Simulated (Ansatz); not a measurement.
**CH₃AlF₂O: basis-set convergence**

How large a basis does CH₃AlF₂O need? Two functionals are run in growing sets.

The runs use Ansatz 0.2.0, Gaussian basis; one geometry, several basis sets.

Levels to be run: PBE0-D4/def2-SVP; ωB97M-V/def2-SVP; PBE0-D4/def2-QZVPP; ωB97M-V/def2-QZVPP; the functionals' def2-TZVPP values are taken from earlier runs.

### 1 Structure used throughout

An earlier PBE0-D4 in a triple-zeta def2 set relaxation fixed the geometry.

8 atoms, charge 0, spin multiplicity 1.

Atoms are counted from 1 here; the program's logs count them from 0.

Bond lengths: C1–O2 1.401 Å, C1–H6 1.095 Å, C1–H7 1.094 Å, C1–H8 1.094 Å, O2–Al3 1.661 Å, Al3–F4 1.634 Å, Al3–F5 1.639 Å. Angles: O2–C1–H6 112.5°, O2–C1–H7 109.7°, O2–C1–H8 109.7°, H6–C1–H7 108.4°, H6–C1–H8 108.4°, H7–C1–H8 108.1°, C1–O2–Al3 136.9°, O2–Al3–F4 119.6°, O2–Al3–F5 122.1°, F4–Al3–F5 118.3°.

### 2 PBE0-D4 in def2-SVP

Input file in.yaml:

```yaml
crystal:
  periodic: [false, false, false]
  atoms:
    - {symbol: C, position_ang: [-0.238964, 0.900664, 0.881537]}
    - {symbol: O, position_ang: [-0.459816, -0.316333, 0.222586]}
    - {symbol: Al, position_ang: [0.227619, -1.156266, -1.035257]}
    - {symbol: F, position_ang: [-0.392628, -2.602712, -1.474516]}
    - {symbol: F, position_ang: [1.520290, -0.581160, -1.861820]}
    - {symbol: H, position_ang: [0.609614, 1.454150, 0.465209]}
    - {symbol: H, position_ang: [-0.042835, 0.715714, 1.941635]}
    - {symbol: H, position_ang: [-1.131078, 1.528943, 0.804826]}
basis:
  gaussian: {orbitals: def2-SVP}
hamiltonian: {xc: pbe0, dispersion: d4}
output: {orbitals: {seedname: orbitals}}
```

The runs that follow: ωB97M-V in def2-SVP; PBE0-D4 in def2-QZVPP; ωB97M-V in def2-QZVPP.

**Question.** What will the summary of the whole plan be? Wanted: PBE0-D4: double and triple zeta above quadruple; ωB97M-V: double and triple zeta above quadruple.

The runs gave:

```
                                       quantity           value
PBE0-D4: double and triple zeta above quadruple  13.85, 0.74 eV
ωB97M-V: double and triple zeta above quadruple  14.03, 0.69 eV
```

**Reading.** For PBE0-D4 the step from double to triple zeta gains 13.11 eV and the next only 0.74 eV. These are total energies; as a rule much of such shifts cancels in differences, which this series doesn't test. The LUMO of ωB97M-V is positive and keeps falling with the basis (0.90 to 0.30 eV): an unbound level that the basis holds in place.
